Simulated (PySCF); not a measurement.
**GaTe: bond curves at several levels of theory**

Aim: find the lowest electronic state of GaTe, scan its bond at several levels of theory, and get bond length, wavenumber and dissociation energy from each curve.

Program: PySCF 2.14.0. Level of theory: Ga def2-SVP, Te def2-SVP with ECP28, scalar-relativistic core potentials. These are calculated values, not measurements.

## (1) The job

A driver script around PySCF takes these settings:

```yaml
atoms: Ga, Te
charge: 0
basis: Ga def2-SVP, Te def2-SVP with ECP28
Hamiltonian: scalar-relativistic core potentials
basis_functions: 58
electrons_treated: 55
masses_in_u: 68.9256, 129.9062
levels: PBE0, PBE, r²SCAN, BLYP, B97-3, BHandHLYP, ωB97X, HF, MP2, SCS-MP2, CCSD, CCSD(T)
grid: 80 radial by 434 angular points
occupations: held fixed by the projection of orbital angular momentum
dissociation_limit: Ga + Te, each in its ground configuration
starting_distance_in_angstrom: 2.525
values_of_2S_to_try: 1, 3
```

Command:

```console
> OMP_NUM_THREADS=1 python dia.py task.json out
```

Further steps of the session: PBE0 along the bond; Excited determinants; PBE (GGA); r²SCAN (meta-GGA); BLYP (GGA); B97-3 (global hybrid GGA); BHandHLYP (global hybrid GGA); ωB97X; UHF (mean field); Correlated methods on the Hartree–Fock reference.

**Question.** What will these runs give? Wanted: for each run, Re; ωe; De; μ.

**Answer**, as computed:

Lowest PBE0 solution found, without spin–orbit coupling: ²Σ⁺ (doublet), unpaired electrons σ ↑. State 2 has its PBE0 minimum 0.06 eV higher. State 3 has its PBE0 minimum 2.38 eV higher. The other levels ran on the lowest alone.

| level | Re (Å) | ωe (cm⁻¹) | De (eV) | μ (D) |
| --- | --- | --- | --- | --- |
| UHF | 2.436 | 233.8 | 1.38 | -3.56 |
| UHF-MP2 | 2.377 | 296.3 | 2.61 | n/a |
| UHF-SCS-MP2 | 2.394 | 281.5 | 2.40 | n/a |
| UHF-CCSD | 2.421 | 261.4 | 2.31 | n/a |
| UHF-CCSD(T) | 2.419 | 266.3 | 2.49 | n/a |
| PBE | 2.428 | 256.5 | 3.04 | -2.16 |
| BLYP | 2.467 | 237.1 | 2.82 | -2.13 |
| r²SCAN | 2.396 | 270.6 | 2.97 | -2.34 |
| PBE0 | 2.406 | 265.0 | 2.85 | -2.54 |
| B97-3 | 2.431 | 254.0 | 2.74 | -2.67 |
| BHandHLYP | 2.423 | 251.5 | 2.50 | -2.82 |
| ωB97X | 2.421 | 251.0 | 2.79 | -2.61 |

De is counted to Ga + Te in their ground configurations. A positive dipole means Ga(−)Te(+).

Differences from CCSD(T) in the same basis:

| level | Re (mÅ) | ωe (%) |
| --- | --- | --- |
| UHF | +17 | -12.2 |
| UHF-MP2 | -42 | +11.3 |
| UHF-SCS-MP2 | -25 | +5.7 |
| UHF-CCSD | +2 | -1.9 |
| PBE | +9 | -3.7 |
| BLYP | +48 | -11.0 |
| r²SCAN | -23 | +1.6 |
| PBE0 | -13 | -0.5 |
| B97-3 | +12 | -4.6 |
| BHandHLYP | +4 | -5.6 |
| ωB97X | +2 | -5.7 |

What this shows: Against CCSD(T) in the same basis, the bond length is nearest at UHF-CCSD and ωB97X (+2 mÅ) and farthest at BLYP (+48 mÅ); the wavenumber is nearest at PBE0 (-0.5 %) and farthest at UHF (-12.2 %). CCSD(T) in a basis this small is itself some way from its limit, more so than the functionals. Of the levels with a De here, UHF gives the least (1.38 eV) and PBE the most (3.04 eV).

Correlated steps freeze 13 core orbitals. Spin–orbit coupling is left out, which matters for elements this heavy, above all for dissociation energies. With spin–orbit coupling the term label itself may not hold.
